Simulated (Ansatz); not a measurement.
# C3H2F4: small, medium and large basis sets

Aim: see how fast density functionals converge with the basis set for C3H2F4.

Program: Ansatz 0.2.0, Gaussian basis. Level of theory: one geometry, several basis sets. These are calculated values, not measurements.

The runs, in order: PBE0-D4/def2-SVP; ωB97M-V/def2-SVP; PBE0-D4/def2-QZVPP; ωB97M-V/def2-QZVPP; the functionals' def2-TZVPP values are taken from earlier runs.

**1. Structure used throughout**

The geometry comes from an earlier relaxation with PBE0-D4 in a triple-zeta def2 set; it is a stationary point, not always the lowest conformer.

SMILES `FC(F)=CC(F)F`, 9 atoms, charge 0, spin multiplicity 1.

Atoms are counted from 1 here; the program's logs count them from 0.

Bond lengths: F1–C2 1.310 Å, C2–F3 1.307 Å, C2–C4 1.319 Å, C4–C5 1.480 Å, C4–H8 1.081 Å, C5–F6 1.360 Å, C5–F7 1.360 Å, C5–H9 1.093 Å. Angles: F1–C2–F3 110.1°, F1–C2–C4 125.4°, F3–C2–C4 124.5°, C2–C4–C5 122.4°, C2–C4–H8 118.9°, C5–C4–H8 118.7°, C4–C5–F6 110.1°, C4–C5–F7 110.1°, C4–C5–H9 113.6°, F6–C5–F7 106.4°, F6–C5–H9 108.1°, F7–C5–H9 108.1°.

Coordinates:

```mol
C3H2F4
  3D, bonds by distance, orders not assigned

  9  8  0  0  0  0  0  0  0  0999 V2000
    1.0374   -1.5150    0.9485 F   0  0
    0.1535   -1.3537   -0.0054 C   0  0
   -0.1784   -2.5126   -0.5102 F   0  0
   -0.3357   -0.1964   -0.4053 C   0  0
    0.0747    1.0901    0.2008 C   0  0
   -1.0095    1.7342    0.7106 F   0  0
    0.5973    1.9099   -0.7506 F   0  0
   -1.0634   -0.1845   -1.2047 H   0  0
    0.8126    0.9815    0.9993 H   0  0
  1  2  8  0
  2  3  8  0
  2  4  8  0
  4  5  8  0
  5  6  8  0
  5  7  8  0
  4  8  8  0
  5  9  8  0
M  END
```

**2. PBE0-D4 in def2-SVP**

Input file in.yaml:

```yaml
crystal:
  periodic: [false, false, false]
  atoms:
    - {symbol: F, position_ang: [1.037363, -1.514971, 0.948503]}
    - {symbol: C, position_ang: [0.153486, -1.353724, -0.005437]}
    - {symbol: F, position_ang: [-0.178408, -2.512584, -0.510216]}
    - {symbol: C, position_ang: [-0.335720, -0.196373, -0.405258]}
    - {symbol: C, position_ang: [0.074670, 1.090061, 0.200789]}
    - {symbol: F, position_ang: [-1.009538, 1.734244, 0.710576]}
    - {symbol: F, position_ang: [0.597287, 1.909926, -0.750585]}
    - {symbol: H, position_ang: [-1.063355, -0.184492, -1.204735]}
    - {symbol: H, position_ang: [0.812614, 0.981514, 0.999266]}
basis:
  gaussian: {orbitals: def2-SVP}
hamiltonian: {xc: pbe0, dispersion: d4}
output: {orbitals: {seedname: orbitals}}
```

Command:

```bash
> ansatz run in.yaml --threads 4 --pin off --events-out ev --progress --plain --max-ram 10444MiB
```

After this run come: ωB97M-V in def2-SVP; PBE0-D4 in def2-QZVPP; ωB97M-V in def2-QZVPP.

Q: Predict the results of all the runs planned. Wanted: PBE0-D4: double and triple zeta above quadruple; ωB97M-V: double and triple zeta above quadruple.

**Answer**, as computed:

| quantity | value |
| --- | --- |
| PBE0-D4: double and triple zeta above quadruple | 17.49, 0.71 eV |
| ωB97M-V: double and triple zeta above quadruple | 17.84, 0.67 eV |

In words: PBE0-D4 gains 16.77 eV from double to triple zeta, then 0.71 eV more. These are total energies; as a rule much of such shifts cancels in differences, which this series doesn't test.
